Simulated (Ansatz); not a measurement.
# Tb2PbF: the cost of one run

Computed with Ansatz 0.2.0 (DFT PBE, scalar-relativistic, plane waves, PAW; 4f electrons in the core of a trivalent norm-conserving potential, unless a step's input says otherwise).

## 1. The system as given

It takes space group P6/mmm (No. 191, hexagonal). Conventional cell: a = 4.550 Å, b = 4.550 Å, c = 5.256 Å, α = 90.00°, β = 90.00°, γ = 120.00°. Around Tb (site symmetry -6m2) lie 3 Tb at 2.63 Å and 3 Pb at 2.63 Å. Pb (site symmetry 6/mmm) is surrounded by 6 Tb at 2.63 Å and 2 F at 2.63 Å. F (site symmetry 6/mmm) has 2 Pb at 2.63 Å in its first shell of neighbours.

Structure file:

```
CELL_PARAMETERS angstrom
4.54993 0.00000 0.00000
-2.27497 3.94036 0.00000
0.00000 0.00000 5.25620
ATOMIC_POSITIONS crystal
Tb 0.33333 0.66667 0.00000
Tb 0.66667 0.33333 0.00000
Pb 0.00000 0.00000 0.00000
F 0.00000 0.00000 0.50000
```

A structure generator made this guess: random cell by space group and Wyckoff sites (P6/mmm, No. 191). Lengths come from tabulated atomic sizes and are only a guess.

## 2. A first look at the guess

input.yaml reads:

```yaml
crystal:
  lattice:
    - [4.54993087, 0.0, 0.0]
    - [-2.27496544, 3.94035572, 0.0]
    - [0.0, 0.0, 5.2561986]
  atoms:
    - { symbol: Tb, position: [0.33333333, 0.66666667, 0.0] }
    - { symbol: Tb, position: [0.66666667, 0.33333333, 0.0] }
    - { symbol: Pb, position: [0.0, 0.0, 0.0] }
    - { symbol: F, position: [0.0, 0.0, 0.5] }
basis:
  ecutwfc: 690
kpoints:
  mp_grid: { grid: [6, 6, 4] }
hamiltonian:
  xc: pbe
  pseudopotentials:
    kind: paw
    azcp: { Tb: "pseudopotentials/pbe/nc/lanthanide_3plus/Tb.nc.azcp" }
scf:
  occupations: { method: gaussian, width: 0.1 }
  lower_state_search: "off"
output:
  forces: true
  stress: true
  eigenvalues: true
```

On the command line:

```
ansatz run input.yaml --threads 1 --pin off --max-ram 2560MiB --backend cpu --events-out ev --progress --plain --runs-dir out
```

What time and memory should one allow on 1 thread of Intel Xeon at 2.70GHz, shared host?

About 8.5 s, with a peak of 0.44 GiB.
